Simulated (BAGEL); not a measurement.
**CH5AlOSi (SMILES [CH2]1O[SiH2][AlH]1): HF/def2-SVP (density fitting with qzvpp-jkfit)**

What is the vertical ionisation energy of CH5AlOSi at HF/def2-SVP (density fitting with qzvpp-jkfit)? 

The results are computed with BAGEL 1.2.2.

1 further run of the same task is left out (it didn't finish). Runs told in other sessions of the task aren't counted.

## Step 1: The structure to begin with

CH5AlOSi has 9 atoms, charge 0, and is taken as a singlet. As SMILES, `[CH2]1O[SiH2][AlH]1`. The shape is that of a PBE0-D4/def2-TZVP optimisation.

Bond lengths: C1–O2 1.447 Å, O2–Si3 1.676 Å, C1–Al4 2.001 Å, Si3–Al4 2.424 Å, C1–H5 1.096 Å, C1–H6 1.096 Å, Si3–H7 1.493 Å, Si3–H8 1.493 Å, Al4–H9 1.591 Å. Some angles: C1–O2–Si3 113.4°, O2–C1–Al4 97.8°, O2–Si3–Al4 77.1°, C1–Al4–Si3 71.7°, O2–C1–H5 109.2°, O2–C1–H6 109.2°, Al4–C1–H5 116.8°, Al4–C1–H6 116.7°, O2–Si3–H7 111.1°, O2–Si3–H8 111.0°.

## Step 2: A single-point energy at HF/def2-SVP (density fitting with qzvpp-jkfit)

File input.json:

```json
{ "bagel": [

{
  "title": "molecule",
  "basis": "svp",
  "df_basis": "qzvpp-jkfit",
  "angstrom": true,
  "geometry": [
    { "atom": "C", "xyz": [      -0.309900,       1.022500,      -0.653500 ] },
    { "atom": "O", "xyz": [       0.621100,      -0.021300,      -1.022900 ] },
    { "atom": "Si", "xyz": [       0.767800,      -1.223900,       0.135800 ] },
    { "atom": "Al", "xyz": [      -0.858800,       0.279300,       1.121100 ] },
    { "atom": "H", "xyz": [      -1.090200,       1.097600,      -1.420100 ] },
    { "atom": "H", "xyz": [       0.213300,       1.986000,      -0.643000 ] },
    { "atom": "H", "xyz": [       2.177700,      -1.338300,       0.615000 ] },
    { "atom": "H", "xyz": [       0.422400,      -2.560600,      -0.433300 ] },
    { "atom": "H", "xyz": [      -1.855100,       0.712400,       2.283700 ] }
  ]
},

{
  "title": "hf"
},

{
  "title": "print",
  "file": "orbitals.molden",
  "orbitals": true
}

]}
```

On the command line:

```
$ BAGEL_NUM_THREADS=1 BAGEL input.json > input.out
```

What it wrote:

```text
* using 1 threads per process

  ===============================================================
  ===============================================================

  *** Geometry ***

  { "atom" : "C", "xyz" : [     -0.585626,      1.932245,     -1.234936 ] },
  { "atom" : "O", "xyz" : [      1.173709,     -0.040251,     -1.933001 ] },
  { "atom" : "Si", "xyz" : [      1.450932,     -2.312836,      0.256625 ] },
  { "atom" : "Al", "xyz" : [     -1.622897,      0.527801,      2.118572 ] },
  { "atom" : "H", "xyz" : [     -2.060179,      2.074163,     -2.683600 ] },
  { "atom" : "H", "xyz" : [      0.403079,      3.752996,     -1.215094 ] },
  { "atom" : "H", "xyz" : [      4.115257,     -2.529020,      1.162182 ] },
  { "atom" : "H", "xyz" : [      0.798220,     -4.838833,     -0.818818 ] },
  { "atom" : "H", "xyz" : [     -3.505631,      1.346241,      4.315568 ] },

  Number of auxiliary basis functions:      498

  Since a DF basis is specified, we compute 2- and 3-index integrals:
    o Being stored without compression. Storage requirement is 0.032 GB

  Number of basis functions:       89
  Number of electrons      :       46

    * METHOD: MOLECULE                             0.41

  *** RHF ***

  === Nuclear Repulsion ===
   199.2225434528

      * DIIS with orbital gradients will be used.

  === RHF iteration (svp) ===
      0       -646.02304907          0.01573590           0.11
      1       -646.12965715          0.01161821           0.11
      2       -646.20215641          0.00153474           0.11
      3       -646.20451583          0.00049309           0.11
      4       -646.20468937          0.00011745           0.11
      5       -646.20470551          0.00002758           0.11
      6       -646.20470689          0.00000804           0.11
      7       -646.20470701          0.00000241           0.11
      8       -646.20470702          0.00000074           0.11
      9       -646.20470702          0.00000030           0.11
     10       -646.20470702          0.00000010           0.11
     11       -646.20470702          0.00000002           0.11
     12       -646.20470702          0.00000001           0.11
    * SCF iteration converged.

    * Permanent dipole moment:
           (    0.669465,    -0.293405,    -0.790200) a.u.

    * METHOD: HF                                   1.71

    * METHOD: PRINT                                0.03

  ===============================================================
```

Run time: 2.3 s. Hardware: 1 thread of Arm Neoverse N1, shared host; peak memory 0.13 GiB.

## Step 3: The doublet cation, same level

File calc.json:

```json
{ "bagel": [

{
  "title": "molecule",
  "basis": "svp",
  "df_basis": "qzvpp-jkfit",
  "angstrom": true,
  "geometry": [
    { "atom": "C", "xyz": [   -0.309900,    1.022500,   -0.653500 ] },
    { "atom": "O", "xyz": [    0.621100,   -0.021300,   -1.022900 ] },
    { "atom": "Si", "xyz": [    0.767800,   -1.223900,    0.135800 ] },
    { "atom": "Al", "xyz": [   -0.858800,    0.279300,    1.121100 ] },
    { "atom": "H", "xyz": [   -1.090200,    1.097600,   -1.420100 ] },
    { "atom": "H", "xyz": [    0.213300,    1.986000,   -0.643000 ] },
    { "atom": "H", "xyz": [    2.177700,   -1.338300,    0.615000 ] },
    { "atom": "H", "xyz": [    0.422400,   -2.560600,   -0.433300 ] },
    { "atom": "H", "xyz": [   -1.855100,    0.712400,    2.283700 ] }
  ]
},
{
  "title": "uhf",
  "charge": 1,
  "nopen": 1
},
{
  "title": "print",
  "file": "orbitals.molden",
  "orbitals": true
}

]}
```

On the command line:

```
$ BAGEL_NUM_THREADS=1 BAGEL calc.json > calc.out
```

What it wrote:

```text
* using 1 threads per process

  ===============================================================
  ===============================================================

  *** Geometry ***

  { "atom" : "C", "xyz" : [     -0.585626,      1.932245,     -1.234936 ] },
  { "atom" : "O", "xyz" : [      1.173709,     -0.040251,     -1.933001 ] },
  { "atom" : "Si", "xyz" : [      1.450932,     -2.312836,      0.256625 ] },
  { "atom" : "Al", "xyz" : [     -1.622897,      0.527801,      2.118572 ] },
  { "atom" : "H", "xyz" : [     -2.060179,      2.074163,     -2.683600 ] },
  { "atom" : "H", "xyz" : [      0.403079,      3.752996,     -1.215094 ] },
  { "atom" : "H", "xyz" : [      4.115257,     -2.529020,      1.162182 ] },
  { "atom" : "H", "xyz" : [      0.798220,     -4.838833,     -0.818818 ] },
  { "atom" : "H", "xyz" : [     -3.505631,      1.346241,      4.315568 ] },

  Number of auxiliary basis functions:      498

  Since a DF basis is specified, we compute 2- and 3-index integrals:
    o Being stored without compression. Storage requirement is 0.032 GB

  Number of basis functions:       89
  Number of electrons      :       46

    * METHOD: MOLECULE                             0.41

  *** Open-shell HF ***

  === Nuclear Repulsion ===
   199.2225434528

      * DIIS with orbital gradients will be used.

  === UHF iteration (svp) ===
      0       -645.68772198          0.03195717           0.22
      1       -645.81285007          0.02390597           0.22
      2       -645.85426498          0.01659873           0.22
      3       -645.89350915          0.00143167           0.22
      4       -645.89427541          0.00063642           0.22
      5       -645.89443756          0.00018370           0.22
      6       -645.89448376          0.00008604           0.22
      7       -645.89450368          0.00005587           0.22
      8       -645.89451539          0.00005042           0.22
      9       -645.89452697          0.00004624           0.22
     10       -645.89454533          0.00003546           0.22
     11       -645.89455304          0.00002429           0.22
     12       -645.89455633          0.00001170           0.22
     13       -645.89455731          0.00000492           0.22
     14       -645.89455748          0.00000167           0.22
     15       -645.89455750          0.00000075           0.22
     16       -645.89455751          0.00000055           0.22
     17       -645.89455751          0.00000039           0.22
     18       -645.89455751          0.00000031           0.22
     19       -645.89455752          0.00000021           0.22
     20       -645.89455752          0.00000014           0.22
     21       -645.89455752          0.00000009           0.22
     22       -645.89455752          0.00000004           0.22
     23       -645.89455752          0.00000002           0.22
     24       -645.89455752          0.00000001           0.22
     25       -645.89455752          0.00000001           0.22
    * SCF iteration converged.

    * S^2 (UHF) is 0.7656

    * Permanent dipole moment:
           (    0.745164,     0.235116,    -1.533191) a.u.

    * METHOD: UHF                                  6.00

    * METHOD: PRINT                                0.02

  ===============================================================
```

Run time: 6.6 s. Hardware: 1 thread of Arm Neoverse N1, shared host; peak memory 0.13 GiB.

## Step 4: Results

At HF/def2-SVP (density fitting with qzvpp-jkfit):

```
                                          quantity          value
                    singlet CH5AlOSi: total energy  -646.20471 Eh
                   singlet CH5AlOSi: dipole moment         2.74 D
                     singlet CH5AlOSi: HOMO energy       -9.45 eV
                     singlet CH5AlOSi: LUMO energy        0.79 eV
                   singlet CH5AlOSi: HOMO–LUMO gap       10.24 eV
                      doublet cation: total energy  -645.89456 Eh
                              doublet cation: ⟨S²⟩          0.766
vertical ionisation energy (to the doublet cation)       8.440 eV
```

What this shows: Removing an electron at fixed nuclei costs 8.44 eV (814 kJ/mol). −ε(HOMO) before ionisation, 9.45 eV, is 1.01 eV above this ionisation energy.
